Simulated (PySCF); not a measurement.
# C7H9N (N-Methylaniline): the cost of one run

Programs: PySCF 2.14.0, with density-fitted response routines of our own. Each step states its level of theory. These are calculated values for one molecule, in the gas phase or a continuum, unless marked as measured. Atoms count from 0, in the outputs and in this text.

**1. Starting geometry**

17 atoms, charge 0, multiplicity 1; geometry from: GFN2-xTB. The atoms were then displaced at random by about 0.01 Å, so the start is not that level's minimum.

Bonds of the start (Å): C0–N1 1.47, N1–C2 1.39, C2–C3 1.37, C3–C4 1.42, C4–C5 1.39, C5–C6 1.39, C6–C7 1.39, C7–C2 1.38, C0–H8 1.08, C0–H9 1.08, C0–H10 1.09, N1–H11 1.02, C3–H12 1.04, C4–H13 1.07, C5–H14 1.08, C6–H15 1.10, C7–H16 1.08.

**2. Geometry optimisation at PBE0-D3(BJ)/def2-TZVP**

Job settings and geometry (Å):

```
{"job": {"xc": "PBE0", "basis": "def2-TZVP", "d3": "d3bj", "grid": 2, "shake": 0.01, "kind": "geom"}, "charge": 0, "multiplicity": 1}
C      2.645550    -0.193150    -0.352900
N      1.588290     0.529940     0.362610
C      0.235560     0.241540     0.199430
C     -0.200090    -0.478960    -0.883780
C     -1.594690    -0.697810    -1.036530
C     -2.494520    -0.191420    -0.100000
C     -2.004120     0.519850     0.987930
C     -0.645470     0.745500     1.135920
H      3.592880     0.216240    -0.020240
H      2.595000    -1.254550    -0.179140
H      2.511310     0.017800    -1.417760
H      1.853680     0.823490     1.304280
H      0.418230    -0.872670    -1.624740
H     -1.967700    -1.251750    -1.868570
H     -3.553900    -0.381180    -0.215210
H     -2.702960     0.925670     1.730880
H     -0.293570     1.313300     1.987990
```

Run with:

```console
$ OMP_NUM_THREADS=2 python probes_run.py task.json out
```

One launch serves the whole session: the jobs run in the order shown.

Q: Estimate the wall time and peak memory of this first job on 2 threads of Intel Xeon at 2.50GHz, shared host.

About 13 min, with a peak of 2 GiB.
